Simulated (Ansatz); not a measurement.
Predict the output of the script below (Ansatz 0.2.0, Python API).

Input file `mg3ti.xyz`:
```text
4
Lattice="-2.20097 2.20097 4.377573 2.20097 -2.20097 4.377573 2.20097 2.20097 -4.377573" Properties=species:S:1:pos:R:3 pbc="T T T"
Mg    0.00000000    0.00000000    4.37757300
Mg    2.20097000    0.00000000    2.18878650
Mg    0.00000000    2.20097000    2.18878650
Ti    0.00000000    0.00000000    0.00000000
```

`mg3ti.py`:
```python
"""Taking single terms out of the free energy of Mg3Ti."""

import logging
import sys
import warnings

import ansatz as az

logging.basicConfig(stream=sys.stdout, format="%(name)s: %(message)s")
log = logging.getLogger("run")
log.setLevel(logging.INFO)


def main() -> None:
    warnings.simplefilter("ignore", az.DeckWarning)

    xtal = az.Crystal.from_extxyz("mg3ti.xyz")

    calc = (
        xtal.calculation()
        .occupations("Marzari-Vanderbilt", width=0.1)
        .kpoints(mesh=(7, 7, 7))
    )
    with_term = calc.functional("pbesol", dispersion="d3bjatm").basis(380).cutoff_correction(530).run(threads=1).report
    without = calc.functional("pbesol").basis(380).run(threads=1).report
    finer = calc.functional("pbesol").basis(530).run(threads=1).report
    removed = az.free_energy_without(with_term, az.EnergyTerm.DISPERSION)
    log.info(f"dispersion term            {with_term['components']['e_disp']:.5f} eV")
    log.info(f"F less dispersion          {removed:.5f} eV, run without it {without['free_energy_ev']:.5f} eV")
    log.info(f"F less smearing term       {az.free_energy_without(without, az.EnergyTerm.SMEARING):.5f} eV")
    log.info(f"estimated gain to 530 eV   {with_term['cutoff_correction']['energy_ev']:.5f} eV, found {finer['free_energy_ev'] - without['free_energy_ev']:.5f} eV")


if __name__ == "__main__":
    main()
```

`python mg3ti.py` gives:
```text
run: dispersion term            -1.23054 eV
run: F less dispersion          -8208.95429 eV, run without it -8208.95429 eV
run: F less smearing term       -8208.95342 eV
run: estimated gain to 530 eV   -0.00216 eV, found -0.00218 eV
```

Absolute energies stand on the zero of these potentials, so only differences at equal settings mean something. A total without «per atom» is that of the whole cell that was run. The cutoff lies under the one recommended for these potentials in some of the runs. Spin is left out of this run. Dispersion corrections can be off by several per cent in the lattices of metals, and by several GPa in the pressure at a fixed cell. The mesh is modest for a metal, so energies can be off by several to tens of meV an atom and pressures by half a GPa or more; differences at equal mesh fare better. This cell is a computed structure, which may not be the phase found in nature. The script silences the warnings on its input, which a real study should read. Timing: 12 s on 1 thread of Arm Neoverse V1, on a shared host, peak memory 0.47 GiB.
